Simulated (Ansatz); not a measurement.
# C₂H₈GeO: how energies converge with the basis set

Aim: see how fast density functionals converge with the basis set for C₂H₈GeO.

The runs use Ansatz 0.2.0, Gaussian basis; one geometry, several basis sets.

Levels to be run: PBE0-D4/def2-SVP; ωB97M-V/def2-SVP; PBE0-D4/def2-QZVPP; ωB97M-V/def2-QZVPP; the functionals' def2-TZVPP values are taken from earlier runs.

### Step 1. Structure used throughout

An earlier PBE0-D4 in a triple-zeta def2 set relaxation fixed the geometry.

12 atoms, charge 0, spin multiplicity 1.

Atoms are counted from 1 here; the program's logs count them from 0.

Bond lengths: C1–O2 1.402 Å, C1–H5 1.099 Å, C1–H6 1.099 Å, C1–H7 1.090 Å, O2–C3 1.404 Å, C3–Ge4 1.967 Å, C3–H8 1.101 Å, C3–H9 1.101 Å, Ge4–H10 1.540 Å, Ge4–H11 1.536 Å, Ge4–H12 1.536 Å. Angles: O2–C1–H5 111.4°, O2–C1–H6 111.4°, O2–C1–H7 107.6°, H5–C1–H6 108.4°, H5–C1–H7 109.1°, H6–C1–H7 109.1°, C1–O2–C3 112.4°, O2–C3–Ge4 108.5°, O2–C3–H8 111.2°, O2–C3–H9 111.2°, Ge4–C3–H8 109.4°, Ge4–C3–H9 109.4°, H8–C3–H9 107.1°, C3–Ge4–H10 108.7°, C3–Ge4–H11 110.0°, C3–Ge4–H12 110.0°, H10–Ge4–H11 109.3°, H10–Ge4–H12 109.3° and more.

### Step 2. PBE0-D4 in def2-SVP

in.yaml reads:

```yaml
crystal:
  periodic: [false, false, false]
  atoms:
    - {symbol: C, position_ang: [-0.286726, 1.970818, 0.433971]}
    - {symbol: O, position_ang: [0.239189, 0.680045, 0.588442]}
    - {symbol: C, position_ang: [-0.231016, -0.210238, -0.390144]}
    - {symbol: Ge, position_ang: [0.575113, -1.975133, -0.067901]}
    - {symbol: H, position_ang: [-1.382702, 1.968537, 0.513905]}
    - {symbol: H, position_ang: [-0.011129, 2.401352, -0.538779]}
    - {symbol: H, position_ang: [0.126819, 2.592713, 1.228469]}
    - {symbol: H, position_ang: [0.033921, 0.134286, -1.401307]}
    - {symbol: H, position_ang: [-1.327681, -0.296481, -0.355210]}
    - {symbol: H, position_ang: [0.062149, -2.953949, -1.140003]}
    - {symbol: H, position_ang: [0.173603, -2.489542, 1.322614]}
    - {symbol: H, position_ang: [2.105261, -1.877708, -0.160159]}
basis:
  gaussian: {orbitals: def2-SVP}
hamiltonian: {xc: pbe0, dispersion: d4}
output: {orbitals: {seedname: orbitals}}
```

Run with:

```bash
$ ansatz run in.yaml --threads 4 --pin off --events-out ev --progress --plain --max-ram 10444MiB
```

The runs that follow: ωB97M-V in def2-SVP; PBE0-D4 in def2-QZVPP; ωB97M-V in def2-QZVPP.

Q: Predict the results of all the runs planned. Wanted: PBE0-D4: double and triple zeta above quadruple; ωB97M-V: double and triple zeta above quadruple.

**Answer**, as computed:

| quantity | value |
| --- | --- |
| PBE0-D4: double and triple zeta above quadruple | 13.45, 1.47 eV |
| ωB97M-V: double and triple zeta above quadruple | 13.63, 1.44 eV |

In words: PBE0-D4 gains 11.98 eV from double to triple zeta, then 1.47 eV more. These are total energies; as a rule much of such shifts cancels in differences, which this series doesn't test. The LUMO of ωB97M-V is positive and keeps falling with the basis (3.01 to 1.70 eV): an unbound level that the basis holds in place.
